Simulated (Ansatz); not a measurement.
# H6OW: the cost of one run

Program: Ansatz 0.2.0. Level of theory: RKS B3LYP/def2-SVP. These are calculated values, not measurements.

## Step 1: The system as given

Bond lengths: W1–O2 1.940 Å, O2–H3 1.010 Å, W1–H4 1.720 Å, W1–H5 1.720 Å, W1–H6 1.720 Å, W1–H7 1.720 Å, W1–H8 1.720 Å. Angles (14 of 16 angles, heavy atoms first): W1–O2–H3 109.5°, O2–W1–H4 90.0°, O2–W1–H5 90.0°, O2–W1–H6 90.0°, O2–W1–H7 90.0°, O2–W1–H8 180.0°, H4–W1–H5 90.0°, H4–W1–H6 180.0°, H4–W1–H7 90.0°, H4–W1–H8 90.0°, H5–W1–H6 90.0°, H5–W1–H7 180.0°, H5–W1–H8 90.0°, H6–W1–H7 90.0°.

Structure file:

```xyz
8

W     0.0000    0.0000    0.0000
O     0.0000    0.0000    1.9400
H    -0.9095   -0.2814    2.2771
H     1.7200    0.0000    0.0000
H     0.0000    1.7200    0.0000
H    -1.7200    0.0000    0.0000
H     0.0000   -1.7200    0.0000
H     0.0000    0.0000   -1.7200
```

## Step 2: Preparing the start

input.yaml

```yaml
crystal:
  periodic: [false, false, false]
  atoms:
    - { symbol: W, position_ang: [0.0, 0.0, 0.0] }
    - { symbol: O, position_ang: [0.0, 0.0, 1.94] }
    - { symbol: H, position_ang: [-0.9095, -0.2814, 2.2771] }
    - { symbol: H, position_ang: [1.72, 0.0, 0.0] }
    - { symbol: H, position_ang: [0.0, 1.72, 0.0] }
    - { symbol: H, position_ang: [-1.72, 0.0, 0.0] }
    - { symbol: H, position_ang: [0.0, -1.72, 0.0] }
    - { symbol: H, position_ang: [0.0, 0.0, -1.72] }
basis:
  gaussian: { orbitals: def2-SVP }
hamiltonian:
  xc: b3lyp
relax:
  f_tol: 0.02
  max_steps: 40
```

Started as:

```bash
> ansatz run input.yaml --threads 2 --pin off --max-ram 3072MiB --backend cpu --events-out ev --progress --plain --runs-dir out
```

What time and memory should one allow on 2 threads of Arm Neoverse V1, shared host?

About 28 s, with a peak of 0.14 GiB.
